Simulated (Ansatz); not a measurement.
Write a Python script for the Python package of Ansatz (0.2.0) that makes a rigid torsion scan of CH4FISSi, SMILES C[Si](F)(S)I. Settings (for the species named): PBE, def2-SVP basis, multiplicity 1.

| atom | x (Å) | y (Å) | z (Å) |
| --- | --- | --- | --- |
| C | 0.6814 | -0.1526 | 1.0191 |
| Si | -0.0260 | 0.2844 | -0.6661 |
| F | 0.7045 | -0.6141 | -1.7625 |
| S | -2.0342 | -0.1655 | -0.7547 |
| I | 0.3149 | 2.6424 | -1.1930 |
| H | 1.7048 | 0.1191 | 1.0742 |
| H | 0.1595 | 0.4775 | 1.7912 |
| H | 0.5328 | -1.1493 | 1.2423 |
| H | -1.9492 | -1.4883 | -0.7677 |

`torsion.py`:
```python
"""Rigid torsion scan of CH4FISSi."""

import logging
import sys

import ansatz as az
from ase import Atoms

logging.basicConfig(stream=sys.stdout, format="%(levelname)s %(message)s")
log = logging.getLogger("run")
log.setLevel(logging.INFO)

BASIS = "def2-SVP"
XC = "pbe"
FMAX = 0.02


def main() -> None:
    atoms = Atoms(["C", "Si", "F", "S", "I", "H", "H", "H", "H"], positions=[
        (0.6814, -0.1526, 1.0191),
        (-0.026, 0.2844, -0.6661),
        (0.7045, -0.6141, -1.7625),
        (-2.0342, -0.1655, -0.7547),
        (0.3149, 2.6424, -1.193),
        (1.7048, 0.1191, 1.0742),
        (0.1595, 0.4775, 1.7912),
        (0.5328, -1.1493, 1.2423),
        (-1.9492, -1.4883, -0.7677),
    ])

    # relax first, so that the scan starts from a minimum
    first = (
        az.Crystal.molecule_from_ase(atoms).calculation()
        .basis(gaussian=BASIS)
        .functional(XC)
        .relax(force_tolerance=FMAX, max_steps=80)
    )
    atoms.positions = first.run(threads=1, backend="cpu").report["positions_ang"]

    start = atoms.get_dihedral(2, 1, 0, 5)
    energies = {}
    for turn in range(0, 121, 20):
        turned = atoms.copy()
        turned.set_dihedral(2, 1, 0, 5, start + turn, indices=[0, 5, 6, 7])
        job = (
            az.Crystal.molecule_from_ase(turned).calculation()
            .basis(gaussian=BASIS)
            .functional(XC)
        )
        energies[round((start + turn) % 360)] = job.run(threads=1, backend="cpu").report["free_energy_ev"]
    floor = min(energies.values())
    log.info("dihedral F2-Si1-C0-H5 (deg)   E - E(min) (eV)")
    for angle, e in sorted(energies.items()):
        log.info(f"{angle:8d} {(e - floor):14.3f}  " + "#" * int(30 * (e - floor) / max(max(energies.values()) - floor, 1e-9)))


if __name__ == "__main__":
    main()
```

```console
$ python torsion.py
INFO dihedral F2-Si1-C0-H5 (deg)   E - E(min) (eV)
INFO       57          0.000
INFO       77          0.015  ######
INFO       97          0.049  #####################
INFO      117          0.068  ##############################
INFO      137          0.052  #######################
INFO      157          0.019  ########
INFO      177          0.000
```

What to keep in mind:
- The scan is rigid and the energies are electronic, in a modest basis. With rigid groups the curve can differ much from the relaxed path, the start wasn't checked as a minimum of this torsion, and equivalent turns needn't return to the same energy.
- def2 sets replace the cores of elements past krypton by effective core potentials.
- Wall time of the script: 75 s on 1 thread of Arm Neoverse V1, on a shared host, peak memory 0.25 GiB.
